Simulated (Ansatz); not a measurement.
**AlGa (singlet): the correlation ladder at distance Al1–Ga2 = 4.255 Å, cc-pVDZ**

Aim: climb from Hartree-Fock through coupled cluster and multireference methods for AlGa (singlet) at one geometry and basis, and see what each rung misses.

The runs use Ansatz 0.2.0, Gaussian basis; cc-pVDZ, core rule «outside noble gas», up to 19 orbitals frozen.

The runs, in order: UHF; CCSD(T) on RHF; BCCD(T) on RHF; CISD; CCSDT(Q) on RHF; CCSDT(Q) on UHF; CCSDTQ on RHF; CASSCF and MRCISD+Q, 2 electrons in 2 orbitals; CASSCF and NEVPT2, 2 electrons in 2 orbitals; CASSCF and MRCISD+Q, 6 electrons in 8 orbitals; CASSCF and NEVPT2, 6 electrons in 8 orbitals; Full CI.

34 further runs of the same task are left out: 5 for a known fault of the program, 1 for a mislabelled method, 21 that didn't finish, 7 set aside as unsound or not needed.

**1. The system**

The geometry derives from a PBE0/def2-TZVP stationary point (not a proven minimum). One bond is set to the value named and the two fragments are kept rigid. No spin-orbit coupling is included. The filled d shell of Ga may be among the frozen orbitals whatever the setting's name suggests; the logs give the count.

2 atoms, charge 0, spin multiplicity 1.

Atoms are counted from 1 here; the program's logs count them from 0.

No contacts short enough for the rule that draws bonds.

Geometry (Å):

```mol
AlGa
  3D, bonds by distance, orders not assigned

  2  0  0  0  0  0  0  0  0  0999 V2000
    0.0000    0.0000    0.0000 Al  0  0
    0.0000    0.0000    4.2550 Ga  0  0
M  END
```

**2. UHF**

Contents of in.yaml:

```yaml
crystal:
  periodic: [false, false, false]
  atoms:
    - {symbol: Al, position_ang: [0.000000, 0.000000, 0.000000]}
    - {symbol: Ga, position_ang: [0.000000, 0.000000, 4.255000]}
basis:
  gaussian: {orbitals: cc-pVDZ}
magnetization: {spin_polarized: true, initial_magnetization: 0}
hamiltonian: {xc: hf}
output: {orbitals: {seedname: orbitals}}
```

Started as:

```bash
ansatz run in.yaml --threads 1 --pin off --events-out ev --progress --plain --max-ram 2393MiB
```

After this run come: CCSD(T) on RHF; BCCD(T) on RHF; CISD; CCSDT(Q) on RHF; CCSDT(Q) on UHF; CCSDTQ on RHF; CASSCF and MRCISD+Q, 2 electrons in 2 orbitals; CASSCF and NEVPT2, 2 electrons in 2 orbitals; CASSCF and MRCISD+Q, 6 electrons in 8 orbitals; CASSCF and NEVPT2, 6 electrons in 8 orbitals; Full CI.

**Question.** What will the summary of the whole plan be? Wanted: FCI below the RHF energy; RMP2 from FCI; RCCSD from FCI; RCCSD(T) from FCI; RCCSDT(Q) from FCI; NEVPT2 pair from FCI; MRCISD+Q pair from FCI; T1 diagnostic; effectively unpaired electrons.

As calculated:

```
                         quantity                       value
         FCI below the RHF energy                  -3.6020 eV
                    RMP2 from FCI             +30.58 kcal/mol
                   RCCSD from FCI              +5.58 kcal/mol
                RCCSD(T) from FCI              +1.67 kcal/mol
               RCCSDT(Q) from FCI              +0.13 kcal/mol
             NEVPT2 pair from FCI             +20.33 kcal/mol
           MRCISD+Q pair from FCI              -1.54 kcal/mol
levels within 1 kcal/mol (43 meV)  RCCSDT, RCCSDT(Q), RCCSDTQ
                    T1 diagnostic                       0.029
   effectively unpaired electrons                        0.89
```

RCCSD(T) misses by +1.67 kcal/mol, 2.0 % of the correlation energy. MRCISD+Q pair falls below full CI: the +Q correction isn't variational, and the cores differ from full CI's. With 0.9 effectively unpaired electrons against 0 the state is strongly multireference. Coupled cluster on one determinant still stays close here. Of the multireference levels listed MRCISD+Q pair comes nearest in total energy (-1.54 kcal/mol), which doesn't show that its space is the better one. These misses are within one basis, not against nature.
